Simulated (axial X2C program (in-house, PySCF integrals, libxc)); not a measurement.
# ClInCl: bond lengths and stretches, held linear

One table from this session's results is given with a row withheld; the runs are named, their logs left out.

Program: an in-house X2C program for linear molecules on PySCF integrals. Level of theory: all-electron X2C, two-component (2c) or spin-free, Cl dyall-av3z, In dyall-v3z. These are calculated values, not measurements.

All values are calculated.

1 further run of the same task is left out (set aside as unsound or not needed).

The first run:

File task.json:

```json
{"zs": [17, 49, 17], "q": 0, "bas": ["dyall-av3z", "dyall-v3z", "dyall-av3z"], "r0": [2.41, 2.41], "symm": 1, "scan": ["PBE0", "HF", "BHandHLYP"], "levels": ["PBE0", "HF", "LDA"], "nst": 2}
```

Keys: zs atomic numbers; q charge; bas basis sets; r0 starting distance in Å; symm equal bonds; scan levels of the two-bond scan (MP2 follows by itself at each HF point); levels methods; nst determinants followed.

Command:

```bash
$ python solin.py task.json out
```

Masses Cl 34.969, In 114.904, Cl 34.969 u.

Among the steps run: Scan at PBE0, 2c; Scan at HF, 2c; Scan at BHandHLYP, 2c.

One of the session's tables, all rows but one given; the rest of the session is left out.

| level | r(Cl–In) (Å) | r(In–Cl) (Å) | lower stretch (cm⁻¹) | upper stretch (cm⁻¹) |
| --- | --- | --- | --- | --- |
| PBE0, 2c | 2.434 | 2.434 | 266.8 | 300.3 |
| HF, 2c | 2.451 | 2.451 | 274.0 | 294.2 |
| BHandHLYP, 2c | 2.443 | 2.443 | 267.8 | 295.5 |
| MP2, 2c | ? | ? | ? | ? |
| PBE0, spin-free | 2.434 | 2.434 | 266.9 | 300.7 |
| HF, spin-free | 2.451 | 2.451 | 274.2 | 294.7 |
| BHandHLYP, spin-free | 2.442 | 2.442 | 268.0 | 295.9 |
| MP2, spin-free | 2.414 | 2.414 | 286.1 | 326.8 |

**Question.** Estimate the row for MP2, 2c.

The run gave: r(Cl–In) (Å): 2.414; r(In–Cl) (Å): 2.414; lower stretch (cm⁻¹): 286.1; upper stretch (cm⁻¹): 326.5.

Scans not shown above were run alike.

What this shows: Over the levels the Cl–In bond spans 2.414 to 2.451 Å and the In–Cl bond 2.414 to 2.451 Å. At PBE0 spin–orbit coupling leaves both bonds unchanged to 0.001 Å. Each state is one determinant, the lowest of a limited PBE0 search; the stretches come from a fit to few points and are good to some per cent at best. MP2 freezes inner shells (threshold -2 hartree). The molecule was held linear; bending was not examined, so a bent shape may lie lower.
